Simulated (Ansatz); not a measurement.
# CH₃AlCl₂S: one species, many methods

Aim: compute CH₃AlCl₂S with functionals from several rungs and with coupled cluster, and see how far each lands from CCSD(T) at the basis-set limit for the atomisation energy.

The runs use Ansatz 0.2.0, Gaussian basis; functionals in def2-TZVPP, the program's frozen cores in correlated methods.

Levels to be run: LDA (SPW92), PBE-D4, revPBE-D4, BLYP-D4, r2SCAN-D4, B97M-V, PBE0-D4, B3LYP-D4, r2SCANh-D4, r2SCAN0-D4, HSE06-D4, BHLYP-D4, CAM-B3LYP-D4, LC-ωPBE, ωB97X-V, ωB97M-V, B2PLYP, PBE-QIDH; CCSD(T)/def2-SVP; CCSD(T)/def2-TZVPP; MP2/def2-QZVPP; extrapolation to the limit; RPA on PBE.

## 1. Structure used throughout

An earlier PBE0-D4 in a triple-zeta def2 set relaxation fixed the geometry.

SMILES `C[S][Al]([Cl])[Cl]`, 8 atoms, charge 0, spin multiplicity 1.

Atoms are counted from 1 here; the program's logs count them from 0.

Bond lengths: C1–S2 1.824 Å, C1–H6 1.089 Å, C1–H7 1.088 Å, C1–H8 1.089 Å, S2–Al3 2.148 Å, Al3–Cl4 2.078 Å, Al3–Cl5 2.086 Å. Angles: S2–C1–H6 107.7°, S2–C1–H7 112.0°, S2–C1–H8 108.7°, H6–C1–H7 109.3°, H6–C1–H8 109.5°, H7–C1–H8 109.5°, C1–S2–Al3 103.2°, S2–Al3–Cl4 119.1°, S2–Al3–Cl5 121.6°, Cl4–Al3–Cl5 119.3°.

## 2. LDA

This LDA is Slater exchange with PW92 correlation.

Contents of in.yaml:

```yaml
crystal:
  periodic: [false, false, false]
  atoms:
    - {symbol: C, position_ang: [0.617127, -0.608979, 1.171711]}
    - {symbol: S, position_ang: [0.532286, -1.050169, -0.596334]}
    - {symbol: Al, position_ang: [-0.623210, 0.549087, -1.446412]}
    - {symbol: Cl, position_ang: [-1.051490, 0.517021, -3.479992]}
    - {symbol: Cl, position_ang: [-1.315123, 2.136708, -0.283079]}
    - {symbol: H, position_ang: [1.660575, -0.665240, 1.477521]}
    - {symbol: H, position_ang: [0.240185, 0.394006, 1.360573]}
    - {symbol: H, position_ang: [0.031749, -1.329634, 1.740113]}
basis:
  gaussian: {orbitals: def2-TZVPP}
hamiltonian: {xc: lda}
output: {orbitals: {seedname: orbitals}}
```

The run is started by

```
$ ansatz run in.yaml --threads 4 --pin off --events-out ev --progress --plain --max-ram 10444MiB
```

After this run come: PBE-D4 (GGA); revPBE-D4 (GGA); BLYP-D4 (GGA); r2SCAN-D4 (meta-GGA); B97M-V (meta-GGA); PBE0-D4 (hybrid); B3LYP-D4 (hybrid); r2SCANh-D4 (hybrid); r2SCAN0-D4 (hybrid); HSE06-D4 (hybrid); BHLYP-D4 (hybrid); CAM-B3LYP-D4 (range-separated); LC-ωPBE (range-separated); ωB97X-V (range-separated); ωB97M-V (range-separated); B2PLYP (double hybrid); PBE-QIDH (double hybrid); CCSD(T) in def2-SVP; CCSD(T) in def2-TZVPP; MP2 in def2-QZVPP; RPA on PBE orbitals.

Before running them: what should the planned runs give, taken together? Wanted: atomisation energy, CCSD(T)/CBS; farthest beyond LDA; mean size of error, GGA; mean size of error, meta-GGA; mean size of error, hybrid; mean size of error, range-separated; mean size of error, double hybrid; gap, smallest and largest; T1 diagnostic.

As calculated:

```
                               quantity                                                      value
        atomisation energy, CCSD(T)/CBS                                              2794.2 kJ/mol
 functionals within 14.0 kJ/mol (0.5 %)  PBE0-D4, r2SCANh-D4, HSE06-D4, ωB97X-V, ωB97M-V, PBE-QIDH
                    farthest beyond LDA                                    BHLYP-D4 (-90.5 kJ/mol)
                mean size of error, GGA                                                40.9 kJ/mol
           mean size of error, meta-GGA                                                28.2 kJ/mol
             mean size of error, hybrid                                                25.6 kJ/mol
    mean size of error, range-separated                                                20.9 kJ/mol
      mean size of error, double hybrid                                                32.3 kJ/mol
              gap, smallest and largest                  4.52 eV (LDA (SPW92)), 11.53 eV (LC-ωPBE)
                          T1 diagnostic                                                     0.0095
triples share of the correlation energy                                                      4.2 %
```

In words: The LDA atomisation energy is off by 350.4 kJ/mol (13 %): it overbinds. PBE-D4 is off by +28.5 kJ/mol. Double hybrids carry the basis error of their MP2 part in triple zeta, and no dispersion term here, so their miss is partly the set-up's. By mean error the best rung here is range-separated (20.9 kJ/mol) and the worst beyond LDA is GGA (40.9 kJ/mol). The gap between the best rungs is small, so their order is not settled. Misses under about 14.0 kJ/mol are within the doubt on the reference itself, which lacks core-valence correlation, relativity and higher excitations. Hartree-Fock recovers 75 % of the binding; the rest is correlation. CCSD(T) in def2-SVP is off by -188.1 kJ/mol, more than most functionals: a good method in a small basis is no reference. The gap grows from 4.5 to 11.5 eV across the functionals, mostly with the share of exact exchange.
